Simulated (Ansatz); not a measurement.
This script makes relaxations under a series of pressures of Rh, space group P6_3/mmc with Ansatz's Python interface.

Input file `rh.cif`:
```cif
data_Rh
_cell_length_a 2.730979
_cell_length_b 2.730979
_cell_length_c 4.428489
_cell_angle_alpha 90.00000
_cell_angle_beta 90.00000
_cell_angle_gamma 120.00000
_symmetry_space_group_name_H-M 'P 1'
_symmetry_Int_Tables_number 1
loop_
_symmetry_equiv_pos_as_xyz
'x, y, z'
loop_
_atom_site_label
_atom_site_type_symbol
_atom_site_fract_x
_atom_site_fract_y
_atom_site_fract_z
Rh1 Rh    0.666667    0.333333    0.750000
Rh2 Rh    0.333333    0.666667    0.250000
```

Script `rh.py`:
```python
"""Cell of Rh under pressure."""

from dataclasses import dataclass

import ansatz as az
from ase.io import read
import numpy as np


@dataclass(frozen=True)
class Settings:
    mixing_beta: float = 0.7
    functional: str = "lda"
    max_iterations: int = 200
    cutoff_ev: int = 320
    k_length: int = 17


opts = Settings()

def edges_and_angles(cell):
    cell = np.asarray(cell)
    a, b, c = np.linalg.norm(cell, axis=1)
    cosines = cell[1] @ cell[2] / (b * c), cell[0] @ cell[2] / (a * c), cell[0] @ cell[1] / (a * b)
    return (a, b, c, *np.degrees(np.arccos(cosines)))

atoms = read("rh.cif")
xtal = az.Crystal.from_ase(atoms)

calc = (
    xtal.calculation()
    .pseudopotentials("paw", azcp={"folder": "soft_1"})
    .mixing("broyden", beta=opts.mixing_beta)
    .functional(opts.functional)
    .scf(max_iterations=opts.max_iterations)
    .basis(opts.cutoff_ev)
    .occupations(az.OccupationsMethod.FERMI_DIRAC, width=300 * az.meV)
    .kpoints(length=opts.k_length)
)

# H = F + PV, with 1 GPa A^3 = 1/160.21766 eV
rows = []
for pressure in [0, 5, 10, 20]:
    done = calc.relax(cell=True, pressure=pressure, max_steps=100).run()
    cell = done.lattice.cell_ang
    n_atoms = len(done.lattice.sites)
    volume = abs(np.linalg.det(cell)) / n_atoms
    enthalpy = done.report["free_energy_ev"] / n_atoms + pressure * volume / 160.21766
    rows.append((pressure, volume, enthalpy, *edges_and_angles(cell)))
    print(f"{pressure} GPa done: {volume:.4f} A^3/atom")

print(" P (GPa)  V (A^3/atom)  H (eV/atom)     a       b       c")
for row in rows:
    print("{:8.1f} {:12.4f} {:14.5f} {:7.4f} {:7.4f} {:7.4f}".format(*row[:6]))
p, v = np.array([row[0] for row in rows], float), np.array([row[1] for row in rows])
print("mean bulk modulus between rows (GPa):", np.round(-np.diff(p) / np.diff(np.log(v)), 1))
```

How far does the cell shrink over this series of pressures, and what bulk modulus does the first step imply?

The volume falls from 13.42 Å³ an atom at 0 GPa to 12.68 at 20 GPa, by 5.5 %. Between 0 and 5 GPa, -V dP/dV is about 325 GPa, a mean over that step.

The run itself:

```console
$ python rh.py
DeckWarning: the atoms were moved onto the symmetric positions of the space group found under crystal.symmetry.tolerance 1.0e-5 (fractional; no operation is sought that the atoms, as they stand in a [...]
DeckWarning: basis.ecutwfc = 320 eV is below the records' recommended 420 eV, and the density's cutoff is lower with it unless basis.ecutrho_ratio is high enough to keep the records' density cutoff: compare with a run at a higher cutoff
DeckWarning: soft_1/Rh.paw.azcp: the record states the generating functional pbe (its physics header spells it `PBE`), which answers neither for hamiltonian.xc's functional nor for the lda family's — [...]
0 GPa done: 13.4174 A^3/atom
5 GPa done: 13.2125 A^3/atom
10 GPa done: 13.0231 A^3/atom
20 GPa done: 12.6810 A^3/atom
 P (GPa)  V (A^3/atom)  H (eV/atom)     a       b       c
     0.0      13.4174    -6278.82743  2.6723  2.6723  4.3392
     5.0      13.2125    -6278.41117  2.6580  2.6580  4.3188
    10.0      13.0231    -6278.00274  2.6451  2.6451  4.2987
    20.0      12.6810    -6277.20052  2.6212  2.6212  4.2624
mean bulk modulus between rows (GPa): [324.9 346.3 375.7]
```
(Warnings from the package without file and line, shortened.)

Caveats:
- These settings explore the input space; cutoff and mesh may be short of convergence.
- The cutoff lies under the one recommended for these potentials.
- Spin is left out of this run.
- Under the recommended cutoff a pressure can be off by several GPa, even in sign.
- At a fixed pressure a relaxation lowers the enthalpy F + PV, while F alone can rise.
- For a metal this k-point mesh is coarse: on a finer one energies can move by several to tens of meV an atom and pressures by half a GPa or more, differences at one mesh by less.
- The smearing is wide enough that free energy and stress hold a thermal part of the electrons.
- The PAW files read here were made with PBE, not with each functional that runs on them.
- This isn't the structure that Rh takes at ambient conditions.
- Symmetry holds the cell in this phase, whether or not it is the stable one at each pressure.
- It ran for 13 s on 1 thread of Intel(R) Xeon(R) Processor @ 2.30GHz, with other jobs on the host, peak memory 0.52 GiB.
